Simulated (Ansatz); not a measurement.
# CH6FNSn (SMILES [CH3][SnH]([NH2])[F]) at B2PLYP/def2-SVP (core potential)

Aim: the energy change on altering one bond length of CH6FNSn at B2PLYP/def2-SVP (core potential), from 2 runs. 

The results are computed with Ansatz 0.2.0.

112 further runs of the same task are left out: 112 set aside as unsound or not needed.

## 1. Starting point

The species is CH6FNSn (10 atoms), meant as a singlet with charge 0. As SMILES, `[CH3][SnH]([NH2])[F]`. Geometry: relaxed at PBE0-D4/def2-TZVP. This is one conformer, not always the lowest.

Bond lengths: C1–Sn2 2.121 Å, Sn2–N3 2.000 Å, Sn2–F4 1.931 Å, C1–H5 1.090 Å, C1–H6 1.090 Å, C1–H7 1.089 Å, Sn2–H8 1.704 Å, N3–H9 1.008 Å, N3–H10 1.008 Å. Some angles: C1–Sn2–N3 111.9°, C1–Sn2–F4 103.5°, N3–Sn2–F4 105.0°, C1–Sn2–H8 120.3°, N3–Sn2–H8 111.0°, F4–Sn2–H8 103.2°, Sn2–C1–H5 108.9°, Sn2–C1–H6 110.7°, Sn2–C1–H7 109.4°, Sn2–N3–H9 117.9°.

## 2. A single-point energy at B2PLYP/def2-SVP (core potential)

The input, molecule.yaml:

```yaml
crystal:
  periodic: [false, false, false]
  atoms:
    - {symbol: C, position_ang: [-1.023300, 1.186900, 0.305600]}
    - {symbol: Sn, position_ang: [-0.012600, -0.424100, -0.632800]}
    - {symbol: "N", position_ang: [1.522200, -1.085200, 0.465800]}
    - {symbol: F, position_ang: [-1.308600, -1.855400, -0.593400]}
    - {symbol: H, position_ang: [-1.191500, 0.935400, 1.352900]}
    - {symbol: H, position_ang: [-0.432400, 2.100700, 0.242800]}
    - {symbol: H, position_ang: [-1.985300, 1.342500, -0.181300]}
    - {symbol: H, position_ang: [0.413300, -0.329300, -2.280300]}
    - {symbol: H, position_ang: [1.719700, -0.610700, 1.333200]}
    - {symbol: H, position_ang: [2.381600, -1.312000, -0.009700]}
basis:
  gaussian: {orbitals: def2-SVP}
total_charge: 0
hamiltonian: {xc: {name: B2PLYP}}
correlation: {frozen_orbitals: {C: 1, F: 1, H: 0, "N": 1, Sn: 4}}
accuracy: high
output: {orbitals: {seedname: orbitals}}
```

On the command line:

```
$ ansatz run molecule.yaml --threads 1 --pin off --max-ram 3480MiB --events-out events.jsonl --progress --plain --runs-dir runs
```

What it wrote:

```text
Warning: RAYON_NUM_THREADS=1 ignored (pool sized by the plan → 1); use --threads N
Functional definition: B2PLYP
  name "B2PLYP"
  parameter a = 0.53
  parameter c = 0.27
  exchange = (1 - a)*b88_x + a*exact_x
  correlation = (1 - c)*lyp_c + c*(mp2_os + mp2_ss)
2383 factors; integrals over basis functions are off by at most 8.1e-9 eV
mean field evaluation 1: about -11143.7112 eV, gradient 6.1e1 eV
mean field evaluation 2: about -11144.0379 eV, gradient 6.1e1 eV
mean field evaluation 4: about -11151.4141 eV, gradient 5.3e0 eV
mean field evaluation 8: about -11151.5011 eV, gradient 1.8e-1 eV
mean field evaluation 16: about -11151.5012 eV, gradient 6.5e-5 eV
mean field -11151.50122669 eV, -409.8101113218 hartree, gradient 5.7e-9 eV, S^2 0.000000; 0 other end points of the search recorded, 0 dependent functions left out
7 core orbitals not correlated: weight in the atoms' cores, before any rotation towards them, 1.000 or more for the frozen orbitals, at most 0.000 for the correlated occupied ones
reference -11151.50125412 eV, -409.8101123297 hartree; 18, 18 occupied and 73, 73 virtual orbitals, 2383 factors
second order -20.71461740 eV of doubles, -0.00000000 eV of singles
Total energy: -11157.09420081 eV, -410.0156493298 hartree
```

Run time: 16 s. Hardware: 1 thread of Arm Neoverse V2, shared host; peak memory 0.37 GiB.

## 3. The distorted shape, same level

The input, molecule.yaml:

```yaml
crystal:
  periodic: [false, false, false]
  atoms:
    - symbol: C
      position_ang: [-1.364011, 1.111062, 1.623564]
    - symbol: Sn
      position_ang: [-0.353311, -0.499938, 0.685164]
    - symbol: "N"
      position_ang: [1.181489, -1.161038, 1.783764]
    - symbol: F
      position_ang: [-1.649311, -1.931238, 0.724564]
    - symbol: H
      position_ang: [-1.532211, 0.859562, 2.670864]
    - symbol: H
      position_ang: [-0.773111, 2.024862, 1.560764]
    - symbol: H
      position_ang: [-2.326011, 1.266662, 1.136664]
    - symbol: H
      position_ang: [0.413300, -0.329300, -2.280300]
    - symbol: H
      position_ang: [1.378989, -0.686538, 2.651164]
    - symbol: H
      position_ang: [2.040889, -1.387838, 1.308264]
basis:
  gaussian:
    orbitals: def2-SVP
hamiltonian:
  xc: {name: B2PLYP}
correlation:
  frozen_orbitals: {C: 1, F: 1, H: 0, "N": 1, Sn: 4}
accuracy: high
output: {orbitals: {seedname: orbitals}}
```

On the command line:

```
$ ansatz run molecule.yaml --threads 1 --pin off --max-ram 3480MiB --events-out events.jsonl --progress --plain --runs-dir runs
```

What it wrote, cut to the lines that bear on the results:

```text
Warning: RAYON_NUM_THREADS=1 ignored (pool sized by the plan → 1); use --threads N
[... 2 set-up lines as earlier in the session ...]
[...]
2343 factors; integrals over basis functions are off by at most 1.7e-8 eV
[...]
mean field -11148.15038864 eV, -409.6869702947 hartree, gradient 8.5e-8 eV, S^2 0.000000; 0 other end points of the search recorded, 0 dependent functions left out; unrestricted orbitals would lower it
7 core orbitals not correlated: weight in the atoms' cores, before any rotation towards them, 1.000 or more for the frozen orbitals, at most 0.000 for the correlated occupied ones
reference -11148.15041827 eV, -409.6869713836 hartree; 18, 18 occupied and 73, 73 virtual orbitals, 2343 factors
second order -21.67708478 eV of doubles, -0.00000000 eV of singles
Total energy: -11154.00323116 eV, -409.9020582902 hartree
```

Run time: 14 s. Hardware: 1 thread of Arm Neoverse V2, shared host; peak memory 0.37 GiB.

## 4. Outcome

Level: B2PLYP/def2-SVP (core potential), 7 core orbitals frozen.

```
                                                          quantity          value
                                         first shape: total energy  -410.01565 Eh
                    first shape: HOMO energy (SCF part's orbitals)       -8.54 eV
                    first shape: LUMO energy (SCF part's orbitals)        1.53 eV
                  first shape: HOMO–LUMO gap (SCF part's orbitals)       10.06 eV
                                     distorted shape: total energy  -409.90206 Eh
                distorted shape: HOMO energy (SCF part's orbitals)       -7.43 eV
                distorted shape: LUMO energy (SCF part's orbitals)       -2.32 eV
              distorted shape: HOMO–LUMO gap (SCF part's orbitals)        5.11 eV
energy change with the Sn2–H8 bond stretched from 1.704 to 3.068 Å       3.091 eV
```

In words: With the Sn2–H8 bond stretched from 1.704 to 3.068 Å the energy rises by 3.09 eV (298 kJ/mol). The first shape isn't relaxed at this level, so the change isn't measured from a minimum. A restricted reference can't describe the breaking bond well at this length. The restricted solution (distorted shape) is unstable to spin breaking: an unrestricted one lies lower.
